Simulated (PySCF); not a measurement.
# C8H10Se: the cost of one run

Programs: PySCF 2.14.0, with routines of our own; each step states its level. All values are computed. Atoms count from 0.

## (1) The system as given

19 atoms, charge 0, multiplicity 1; geometry from: GFN2-xTB.

## (2) Relaxing the molecule at PBE0-D3(BJ)/def2-SVP

What the job is given:

```
{"job": {"xc": "PBE0", "basis": "def2-SVP", "d3": "d3bj", "grid": 1, "maxiter": 30, "shake": 0.01, "kind": "geom"}, "charge": 0, "multiplicity": 1}
C      3.674420    -0.595230    -0.630410
Se     2.842150     0.977310     0.233010
C      0.960940     0.547790     0.121690
C      0.542040    -0.701830    -0.225720
C     -0.857210    -0.939850    -0.284020
C     -1.770010     0.074490     0.025740
C     -3.230210    -0.199510    -0.006560
C     -1.262060     1.327270     0.380020
C      0.077810     1.569170     0.455730
H      3.202510    -0.707730    -1.605630
H      4.703650    -0.348290    -0.729550
H      3.531130    -1.454730    -0.010740
H      1.162770    -1.496720    -0.467180
H     -1.231200    -1.911000    -0.545370
H     -3.797520     0.698710    -0.238770
H     -3.479360    -0.944200    -0.739000
H     -3.573690    -0.545610     0.964750
H     -1.978750     2.123650     0.626090
H      0.451850     2.533370     0.711820
```

Launch:

```
$ OMP_NUM_THREADS=1 python heavy_run.py task.json out
```

One launch serves the whole session: the jobs run in the order shown.

Q: Estimate the wall time and peak memory of this first job on 1 thread of Arm Neoverse V2, shared host.

About 2.4 min, with a peak of 0.89 GiB.
